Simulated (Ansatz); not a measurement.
# Cd3TePb4: the cost of one run

Method: DFT PBE, scalar-relativistic, plane waves, PAW, unless a step names another level, in Ansatz 0.2.0.

11 further runs of the same task are left out: 2 that didn't finish, 9 set aside as unsound or not needed.

### Step 1. What the formula suggests

Pauling electronegativities: Cd 1.69, Te 2.10, Pb 2.33 (spread 0.64). No set of common oxidation states balances it. Tabulated atomic sizes suggest about 27 Å³/atom. 22 candidates were drawn, by swapping species into database cells of other compounds, at random by space group and Wyckoff sites, or by hand, as the table says:

| name | made from | space group no. | Wyckoff sites | atoms (primitive cell) | V (Å³/atom) |
| --- | --- | --- | --- | --- | --- |
| c01 | random | 221 | Cd 3c; Te 1b; Pb 3d, 1a | 8 | 32.6 |
| c02 | database cell of RbZn4As3 | 123 | Cd 2h, 1a; Te 1b; Pb 4i | 8 | 30.0 |
| c03 | database cell of GeTe4Pb3 | 123 | Cd 2h, 1b; Te 1a; Pb 2g, 1c, 1d | 8 | 30.9 |
| c04 | random | 166 | Cd 9d; Te 3b; Pb 9e, 3a | 8 | 28.3 |
| c05 | random | 191 | Cd 3f; Te 1a; Pb 2d, 2e | 8 | 30.0 |
| c06 | database cell of Pb4Se3S | 123 | Cd 2h, 1a; Te 1b; Pb 2g, 1c, 1d | 8 | 28.6 |
| c07 | random | 215 | Cd 3d; Te 1b; Pb 4e | 8 | 33.2 |
| c08 | database cell of Ba3SnS4 | 221 | Cd 3d; Te 1b; Pb 1a, 3c | 8 | 31.3 |
| c09 | random | 191 | Cd 3f; Te 1b; Pb 3g, 1a | 8 | 31.4 |
| c10 | database cell of Zn3CdS4 | 215 | Cd 3c; Te 1a; Pb 4e | 8 | 29.7 |
| c11 | random | 191 | Cd 2c, 1b; Te 1a; Pb 4h | 8 | 29.5 |
| c12 | random | 229 | Cd 6b; Te 2a; Pb 8c | 8 | 28.8 |
| c13 | random | 191 | Cd 3g; Te 1b; Pb 4h | 8 | 35.0 |
| c14 | random | 123 | Cd 2e, 1d; Te 1a; Pb 4l | 8 | 27.7 |
| c15 | random | 216 | Cd 4c, 4a, 4d; Te 4b; Pb 16e | 8 | 35.3 |
| c16 | random | 221 | Cd 3c; Te 1a; Pb 3d, 1b | 8 | 35.2 |
| c17 | database cell of Na3SbSe4 | 217 | Cd 6b; Te 2a; Pb 8c | 8 | 29.7 |
| c18 | database cell of NbCu3Te4 | 215 | Cd 3d; Te 1a; Pb 4e | 8 | 31.8 |
| c19 | random | 183 | Cd 3c; Te 1a; Pb 3c, 1a | 8 | 32.8 |
| c20 | random | 166 | Cd 9e; Te 3a; Pb 6c, 6c | 8 | 30.7 |
| c21 | random | 216 | Cd 4a, 4b, 4c; Te 4d; Pb 16e | 8 | 33.5 |
| c22 | random | 221 | Cd 3d; Te 1a; Pb 3c, 1b | 8 | 34.4 |

### Step 2. Screening run of c06

input.yaml reads:

```yaml
crystal:
  lattice:
    - [4.32209389, 0.0, 0.0]
    - [0.0, 4.32209389, 0.0]
    - [0.0, 0.0, 12.25356438]
  atoms:
    - { symbol: Cd, position: [0.5, 0.5, 0.25124633] }
    - { symbol: Cd, position: [0.0, 0.0, 0.0] }
    - { symbol: Cd, position: [0.5, 0.5, 0.74875367] }
    - { symbol: Te, position: [0.0, 0.0, 0.5] }
    - { symbol: Pb, position: [0.0, 0.0, 0.25467321] }
    - { symbol: Pb, position: [0.5, 0.5, 0.0] }
    - { symbol: Pb, position: [0.0, 0.0, 0.74532679] }
    - { symbol: Pb, position: [0.5, 0.5, 0.5] }
basis:
  ecutwfc: 420
kpoints:
  mp_grid: { grid: [4, 4, 2] }
hamiltonian:
  xc: pbe
scf:
  occupations: { method: gaussian, width: 0.2 }
  lower_state_search: "off"
output:
  forces: true
  stress: true
  eigenvalues: true
relax:
  adjacent_minimum: "off"
  f_tol: 0.08
  max_steps: 16
  cell: { stress_tol: 0.8 }
```

On the command line:

```sh
ansatz run input.yaml --threads 1 --pin off --max-ram 2560MiB --backend cpu --events-out ev --progress --plain --runs-dir out
```

**Question.** How long does this run take on 1 thread of Intel Xeon at 2.70GHz, shared host, and how much memory does it need?

About 97 s, with a peak of 0.62 GiB.
